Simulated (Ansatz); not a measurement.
# HfO2: the cost of one run

The runs shown are made with Ansatz 0.2.0. PAW datasets, plane waves, zero pressure. No spin polarisation and no zero-point or thermal motion.

## (1) Starting point

This is the cell as the run starts from it, not yet at rest; its lengths are not the crystal's.

It is cubic, Fm-3m (No. 225); a = 5.671 Å in the conventional setting, 15.20 Å³ an atom. Hf has 8 O at 2.46 Å; O has 4 Hf at 2.46 Å.

Structure file:

```
Hf O
1.0
     0.00000    2.83542    2.83542
     2.83542    0.00000    2.83542
     2.83542    2.83542    0.00000
Hf O
1 2
Cartesian
  0.0000 0.0000 0.0000
  1.4177 1.4177 1.4177
  4.2531 4.2531 4.2531
```

## (2) Relaxing with PBE

File input.yaml:

```yaml
crystal:
  lattice:
    - [0.0, 2.8354234752, 2.8354234752]
    - [2.8354234752, 0.0, 2.8354234752]
    - [2.8354234752, 2.8354234752, 0.0]
  atoms:
    - { symbol: Hf, position: [0.0, 0.0, 0.0] }
    - { symbol: O, position: [0.25, 0.25, 0.25] }
    - { symbol: O, position: [0.75, 0.75, 0.75] }
kpoints:
  mp_grid: { grid: [8, 8, 8] }
hamiltonian:
  xc: pbe
scf:
  occupations: { method: fermi_dirac, width: 0.02 }
relax:
  f_tol: 0.005
  cell: {}
```

Command:

```bash
$ ansatz run input.yaml --threads 2 --pin off --max-ram 2211MiB --backend cpu --events-out ev --progress --plain --runs-dir out
```

Q: Estimate wall time and peak memory on 2 threads of Arm Neoverse N1, shared host.

About 12 s, with a peak of 0.4 GiB.
